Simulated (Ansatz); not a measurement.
# C₃H₆BCl: a ladder of functionals and wavefunction methods

An exercise on one series of results from a longer session: the logs are not shown, and one member is left open.

Program: Ansatz 0.2.0, Gaussian basis. Level of theory: functionals in def2-TZVPP, the program's frozen cores in correlated methods. These are calculated values, not measurements.

Levels to be run: PBE-D4, r2SCAN-D4, PBE0-D4, B3LYP-D4, ωB97X-V, ωB97M-V, B2PLYP; CCSD(T)/def2-TZVPP; MP2/def2-QZVPP; extrapolation to the limit.

## Structure used throughout

The geometry comes from an earlier relaxation with PBE0-D4 in a triple-zeta def2 set; it is a stationary point, not always the lowest conformer.

11 atoms, charge 0, spin multiplicity 1.

Atoms are counted from 1 here; the program's logs count them from 0.

Bond lengths: C1–C2 1.508 Å, C1–H6 1.093 Å, C1–H7 1.092 Å, C1–H8 1.092 Å, C2–B3 1.528 Å, C2–C4 1.526 Å, C2–H9 1.095 Å, B3–C4 1.526 Å, B3–H10 1.183 Å, C4–Cl5 1.763 Å, C4–H11 1.087 Å. Angles: C2–C1–H6 111.2°, C2–C1–H7 111.1°, C2–C1–H8 110.8°, H6–C1–H7 107.9°, H6–C1–H8 108.2°, H7–C1–H8 107.5°, C1–C2–B3 131.1°, C1–C2–C4 119.7°, C1–C2–H9 113.6°, B3–C2–C4 60.0°, B3–C2–H9 108.1°, C4–C2–H9 113.9°, C2–B3–C4 60.0°, C2–B3–H10 149.8°, C4–B3–H10 148.7°, C2–C4–B3 60.1°, C2–C4–Cl5 121.6°, C2–C4–H11 113.6° and more.

The first run:

in.yaml reads:

```yaml
crystal:
  periodic: [false, false, false]
  atoms:
    - {symbol: C, position_ang: [-1.063324, 0.551471, -0.830058]}
    - {symbol: C, position_ang: [0.284438, 0.066774, -0.358249]}
    - {symbol: B, position_ang: [0.733701, -1.293530, 0.172428]}
    - {symbol: C, position_ang: [0.539400, -0.124891, 1.133827]}
    - {symbol: Cl, position_ang: [1.890827, 0.663052, 1.947886]}
    - {symbol: H, position_ang: [-1.158151, 1.633744, -0.711788]}
    - {symbol: H, position_ang: [-1.870294, 0.080597, -0.264088]}
    - {symbol: H, position_ang: [-1.216296, 0.307861, -1.883831]}
    - {symbol: H, position_ang: [1.125141, 0.516762, -0.897117]}
    - {symbol: H, position_ang: [1.161883, -2.378437, -0.027086]}
    - {symbol: H, position_ang: [-0.362022, -0.080405, 1.738776]}
basis:
  gaussian: {orbitals: def2-TZVPP}
hamiltonian: {xc: pbe, dispersion: d4}
output: {forces: true, orbitals: {seedname: orbitals}}
```

Run with:

```console
> ansatz run in.yaml --threads 4 --pin off --events-out ev --progress --plain --max-ram 10444MiB
```

Among the steps run: PBE-D4 (GGA); r2SCAN-D4 (meta-GGA); PBE0-D4 (hybrid); B3LYP-D4 (hybrid); ωB97X-V (range-separated); ωB97M-V (range-separated); B2PLYP (double hybrid); CCSD(T) in def2-TZVPP; MP2 in def2-QZVPP.

One of the session's tables, all rows but one given; the rest of the session is left out.

It belongs to the step «Atomisation energies». 

```
            method  atomisation energy (kJ/mol)
            PBE-D4                       4297.9
         r2SCAN-D4                       4215.1
           PBE0-D4                            ?
          B3LYP-D4                       4182.1
           ωB97X-V                       4194.0
           ωB97M-V                       4203.6
            B2PLYP                       4139.1
     HF/def2-TZVPP                       3126.1
    MP2/def2-TZVPP                       4147.8
   CCSD/def2-TZVPP                       4004.0
CCSD(T)/def2-TZVPP                       4064.9
           MP2/CBS                       4245.0
       CCSD(T)/CBS                       4162.1
```

**Question.** Estimate the row for PBE0-D4.

**Answer.** atomisation energy (kJ/mol): 4239.8. In the column «atomisation energy (kJ/mol)» it lies between r2SCAN-D4 (4215.1) and MP2/CBS (4245.0).

Limits of these values: Free atoms (3 C, 1 B, 1 Cl, 6 H) were run apart at each level; the atomisation energy is their sum less the molecule, without zero-point or spin-orbit terms.
